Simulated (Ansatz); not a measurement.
Crystal: NbTe.

```xyz
2
Lattice="3.7030 0.0000 0.0000 -1.8515 3.2069 0.0000 0.0000 0.0000 3.6942" Properties=species:S:1:pos:R:3 pbc="T T T"
Te    1.8515    1.0690    0.0000
Nb    0.0000    0.0000    1.8471
```

The cell comes from a database or a generator and needn't be the stable form of this composition.

Base run:

```yaml
Program: Ansatz 0.2.0
Functional: PBEsol
Potentials_or_basis: all-electron LAPW, scalar-relativistic
Cutoff: 233 eV
Density_cutoff: 934 eV
Basis_error_allowed: 0.001 eV/atom
k_mesh: 8 × 8 × 7
Occupations: gaussian, width 0.1 eV
Spin: no spin polarisation
```

Its results: band gap on the k mesh none (metal or under the smearing width); pressure -5.3 GPa.

Q: The run is repeated on the same cell with these changes: functional from PBEsol to RPBE; occupations from gaussian, width 0.1 eV to gaussian, width 0.02 eV. What comes out?

A: Band gap on the k mesh none (metal or under the smearing width); pressure 1.5 GPa.

Not every run made on this cell is shown here.
